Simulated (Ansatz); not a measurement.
# AlBF₂H₂: small, medium and large basis sets

The task here is to estimate one member of a computed series from the others.

Computed with Ansatz 0.2.0, Gaussian basis. Level: one geometry, several basis sets.

Levels to be run: PBE0-D4/def2-SVP; ωB97M-V/def2-SVP; PBE0-D4/def2-QZVPP; ωB97M-V/def2-QZVPP; the functionals' def2-TZVPP values are taken from earlier runs.

### The geometry

An earlier PBE0-D4 in a triple-zeta def2 set relaxation fixed the geometry.

6 atoms, charge 0, spin multiplicity 1.

Atoms are counted from 1 here; the program's logs count them from 0.

Bond lengths: F1–B2 1.327 Å, B2–Al3 2.163 Å, B2–H5 1.207 Å, Al3–F4 1.656 Å, Al3–H6 1.585 Å. Angles: F1–B2–Al3 119.9°, F1–B2–H5 114.7°, Al3–B2–H5 125.4°, B2–Al3–F4 116.3°, B2–Al3–H6 127.8°, F4–Al3–H6 115.8°.

Geometry (Å):

```
F     1.1854   -0.9049   -1.5405
B     0.7188    0.1487   -0.8833
Al   -0.5803   -0.1329    0.8228
F    -2.1926    0.1497    0.5716
H     1.0828    1.2151   -1.3158
H    -0.1720   -0.5398    2.2989
```

The first run:

Contents of in.yaml:

```yaml
crystal:
  periodic: [false, false, false]
  atoms:
    - {symbol: F, position_ang: [1.185377, -0.904880, -1.540497]}
    - {symbol: B, position_ang: [0.718795, 0.148659, -0.883251]}
    - {symbol: Al, position_ang: [-0.580280, -0.132854, 0.822849]}
    - {symbol: F, position_ang: [-2.192553, 0.149712, 0.571616]}
    - {symbol: H, position_ang: [1.082783, 1.215056, -1.315847]}
    - {symbol: H, position_ang: [-0.172022, -0.539792, 2.298930]}
basis:
  gaussian: {orbitals: def2-SVP}
hamiltonian: {xc: pbe0, dispersion: d4}
output: {orbitals: {seedname: orbitals}}
```

Command:

```console
$ ansatz run in.yaml --threads 2 --pin off --events-out ev --progress --plain --max-ram 4352MiB
```

Steps of the session up to this table: PBE0-D4 in def2-SVP; ωB97M-V in def2-SVP; PBE0-D4 in def2-QZVPP; ωB97M-V in def2-QZVPP.

One of the session's tables, all rows but one given; the rest of the session is left out.

It belongs to the step «Functionals by basis». 

```
functional       basis  HOMO (eV)  LUMO (eV)
   PBE0-D4    def2-SVP      -7.53      -1.91
   PBE0-D4  def2-TZVPP      -7.60      -2.05
   PBE0-D4  def2-QZVPP      -7.62      -2.08
   ωB97M-V    def2-SVP      -9.62       0.09
   ωB97M-V  def2-TZVPP          ?          ?
   ωB97M-V  def2-QZVPP      -9.76      -0.28
```

Q: Estimate the row for ωB97M-V, def2-TZVPP from the others.

As computed: HOMO (eV): -9.73; LUMO (eV): -0.15. In the column «HOMO (eV)» it lies between ωB97M-V, def2-QZVPP (-9.76) and ωB97M-V, def2-SVP (-9.62).
